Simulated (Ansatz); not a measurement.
# NaFeO3: the cost of one run

All numbers are computed with Ansatz 0.2.0 through its Python package. Level of theory: DFT PBEsol+U, plane waves, PAW.

## Step 1: The system

Symmetry: Pm-3m, No. 221, cubic system. Conventional cell: a = 3.830 Å, b = 3.830 Å, c = 3.830 Å, α = 90.00°, β = 90.00°, γ = 90.00°. Na (site symmetry m-3m) has 12 O at 2.71 Å in its first shell of neighbours. Around Fe (site symmetry m-3m) lie 6 O at 1.92 Å. Around O (site symmetry 4/mmm) lie 2 Fe at 1.92 Å and 4 Na at 2.71 Å.

No structure file is read: the coordinates are typed or built in the script.

## Step 2: The script

Contents of plus_u_nafeo3.py:

```python
import ansatz as az
import numpy as np

KMESH = (7, 7, 7)
OCCUPATIONS = "fermi_dirac"
SIGMA = 0.1


def count_gap(report):
    # lowest empty less highest filled band, counting bands; zero where they overlap
    return max(report.get("gap_by_band_count_ev") or 0.0, 0.0)

lattice = az.Lattice.of(
    (3.830481, 0.0, 0.0),
    (0.0, 3.830481, 0.0),
    (0.0, 0.0, 3.830481),
)
sites = [
    ("Na", (0.0, 0.0, 0.0)),
    ("Fe", (0.5, 0.5, 0.5)),
    ("O", (0.5, 0.5, 0.0)),
    ("O", (0.5, 0.0, 0.5)),
    ("O", (0.0, 0.5, 0.5)),
]
structure = az.Crystal(lattice=lattice)
for symbol, position in sites:
    structure = structure.atom(symbol, position)
structure = structure.moments(Fe=3.5)

job = (
    structure.calculation()
    .functional(az.Functional.PBESOL)
    .kpoints(mesh=KMESH)
    .occupations(OCCUPATIONS, width=SIGMA)
    .spin(az.SpinTreatment.COLLINEAR)
    .band_table()
)
rows = []
for u in [1.0, 3.0, 5.0, 7.0]:
    rep = job.hubbard("Fe", "d", u_eff=u).run(threads=1).report
    shell = rep["hubbard"]["n_scf"]
    rows.append((u, count_gap(rep), sum(shell) / len(shell), max(abs(m) for m in rep["site_moments_mub"]), rep["n_iterations"]))
lines = [",".join(["U_eff eV", "gap by band count eV", "Fe d occupation (projector)", "largest moment muB", "iterations"])] + [",".join(f"{v:.4f}" if isinstance(v, float) else str(v) for v in row) for row in rows]
print("\n".join(lines))
with open("plus_u.csv", "w") as handle:
    handle.write("\n".join(lines) + "\n")
print("eigenvalues of the first occupation matrix at the last U, by spin:")
for channel in rep["hubbard"]["n_eig"][0]:
    print("  ", " ".join(f"{n:.3f}" for n in channel))
```

## Step 3: What the engine is handed

The engine receives this input (first run):

```yaml
crystal:
  lattice:
    - [3.830481, 0.0, 0.0]
    - [0.0, 3.830481, 0.0]
    - [0.0, 0.0, 3.830481]
  atoms:
    - { symbol: Na, position: [0.0, 0.0, 0.0] }
    - { symbol: Fe, position: [0.5, 0.5, 0.5] }
    - { symbol: O, position: [0.5, 0.5, 0.0] }
    - { symbol: O, position: [0.5, 0.0, 0.5] }
    - { symbol: O, position: [0.0, 0.5, 0.5] }
kpoints:
  mp_grid:
    grid: [7, 7, 7]
hamiltonian:
  xc: pbesol
  hubbard:
    - { species: Fe, l: d, u_eff: 1.0 }
magnetization:
  spin_polarized: true
  per_species:
    Fe: 3.5
scf:
  occupations:
    method: fermi_dirac
    width: 0.1
output:
  eigenvalues: true
```

## Step 4: The run

Command:

```
$ python plus_u_nafeo3.py
```

Q: Estimate wall time and peak memory on 1 thread of Arm Neoverse V2, shared host.

About 2.9 min, with a peak of 1.1 GiB.
